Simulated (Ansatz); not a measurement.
# BFGeH4Si: how energies converge with the basis set

An exercise on one series of results from a longer session: the logs are not shown, and one member is left open.

Computed with Ansatz 0.2.0, Gaussian basis. Level: one geometry, several basis sets.

The runs, in order: PBE0-D4/def2-SVP; ωB97M-V/def2-SVP; PBE0-D4/def2-QZVPP; ωB97M-V/def2-QZVPP; the functionals' def2-TZVPP values are taken from earlier runs.

### The geometry

All runs share one geometry, relaxed beforehand with PBE0-D4 in a triple-zeta def2 set.

SMILES `F[B]1[SiH2][GeH2]1`, 8 atoms, charge 0, spin multiplicity 1.

Atoms are counted from 1 here; the program's logs count them from 0.

Bond lengths: F1–B2 1.316 Å, B2–Si3 1.948 Å, B2–Ge4 2.039 Å, Si3–Ge4 2.496 Å, Si3–H5 1.484 Å, Si3–H6 1.488 Å, Ge4–H7 1.531 Å, Ge4–H8 1.537 Å. Angles: F1–B2–Si3 137.7°, F1–B2–Ge4 129.7°, Si3–B2–Ge4 77.5°, B2–Si3–Ge4 52.9°, B2–Si3–H5 112.7°, B2–Si3–H6 131.1°, Ge4–Si3–H5 93.7°, Ge4–Si3–H6 139.2°, H5–Si3–H6 112.5°, B2–Ge4–Si3 49.6°, B2–Ge4–H7 126.2°, B2–Ge4–H8 121.1°, Si3–Ge4–H7 102.4°, Si3–Ge4–H8 131.5°, H7–Ge4–H8 111.3°.

Set-up of the first run:

Input file in.yaml:

```yaml
crystal:
  periodic: [false, false, false]
  atoms:
    - {symbol: F, position_ang: [1.598250, -0.728277, 1.810481]}
    - {symbol: B, position_ang: [1.046698, -0.273176, 0.705983]}
    - {symbol: Si, position_ang: [-0.008595, 1.267041, 0.150218]}
    - {symbol: Ge, position_ang: [-0.377117, -1.119644, -0.482480]}
    - {symbol: H, position_ang: [0.284871, 1.691426, -1.241102]}
    - {symbol: H, position_ang: [-0.671543, 2.337023, 0.944440]}
    - {symbol: H, position_ang: [-0.438598, -1.049423, -2.010491]}
    - {symbol: H, position_ang: [-1.341764, -2.182170, 0.067152]}
basis:
  gaussian: {orbitals: def2-SVP}
hamiltonian: {xc: pbe0, dispersion: d4}
output: {orbitals: {seedname: orbitals}}
```

The run is started by

```console
$ ansatz run in.yaml --threads 2 --pin off --events-out ev --progress --plain --max-ram 4352MiB
```

Among the steps run: PBE0-D4 in def2-SVP; ωB97M-V in def2-SVP; PBE0-D4 in def2-QZVPP; ωB97M-V in def2-QZVPP.

One of the session's tables, all rows but one given; the rest of the session is left out.

It belongs to the step «Density functionals: the series». 

```
functional       basis  HOMO (eV)  LUMO (eV)
   PBE0-D4    def2-SVP          ?          ?
   PBE0-D4  def2-TZVPP      -6.79      -2.00
   PBE0-D4  def2-QZVPP      -6.80      -2.01
   ωB97M-V    def2-SVP      -8.63       0.11
   ωB97M-V  def2-TZVPP      -8.68       0.00
   ωB97M-V  def2-QZVPP      -8.68      -0.05
```

**Question.** Estimate the row for PBE0-D4, def2-SVP.

**Answer.** HOMO (eV): -6.77; LUMO (eV): -1.94. In the column «HOMO (eV)» it is the highest.
